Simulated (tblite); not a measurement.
# C5H11OPSi: the cost of one run

Programs: tblite 0.8.0 and PySCF 2.14.0, with density-fitted response routines of our own. Each step states its level of theory. These are calculated values for one molecule in the gas phase, unless marked as measured. Atoms count from 0, in the outputs and in this text.

## (1) Starting geometry

19 atoms, charge 0, multiplicity 1; geometry from: force field or distance geometry start.

Bonds of the start (Å): C0–C1 1.49, C1–O2 1.25, C1–C3 1.57, C3–C4 1.58, C4–Si5 1.87, Si5–P6 2.19, Si5–C7 1.86, C7–C3 1.59, C0–H8 1.09, C0–H9 1.11, C0–H10 1.09, C3–H11 1.09, C4–H12 1.09, C4–H13 1.08, Si5–H14 1.49, P6–H15 1.42, P6–H16 1.42, C7–H17 1.10, C7–H18 1.10.

## (2) Relaxing the molecule with GFN2-xTB

The job: settings as JSON, then the geometry in Å.

```
{"job": {"kind": "relax", "xc": "GFN2-xTB", "basis": "xTB"}, "charge": 0, "multiplicity": 1}
C     -2.992000     0.179500    -0.514000
C     -1.939000     0.048000     0.534800
O     -2.247000    -0.050700     1.738000
C     -0.451100     0.030800     0.037200
C      0.502200     1.092300     0.711800
Si     1.915400    -0.126000     0.570500
P      3.005600    -0.002300    -1.330300
C      0.409600    -1.218600     0.505200
H     -2.856000     1.121300    -1.047600
H     -3.993300     0.182800    -0.041100
H     -2.941000    -0.662500    -1.207100
H     -0.439800     0.116100    -1.053100
H      0.604300     2.022400     0.144600
H      0.256600     1.344400     1.737200
H      2.771400    -0.259200     1.778100
H      3.957000     0.967400    -0.933500
H      3.871300    -1.103200    -1.124400
H      0.432700    -2.048200    -0.222200
H      0.123500    -1.625200     1.484800
```

Started as:

```
$ OMP_NUM_THREADS=1 python probes_run.py task.json out
```

The driver reads the jobs from task.json and runs them one after another.

Q: Estimate the wall time of this first job on 1 thread of Arm Neoverse N1, shared host.

About 1.6 s.
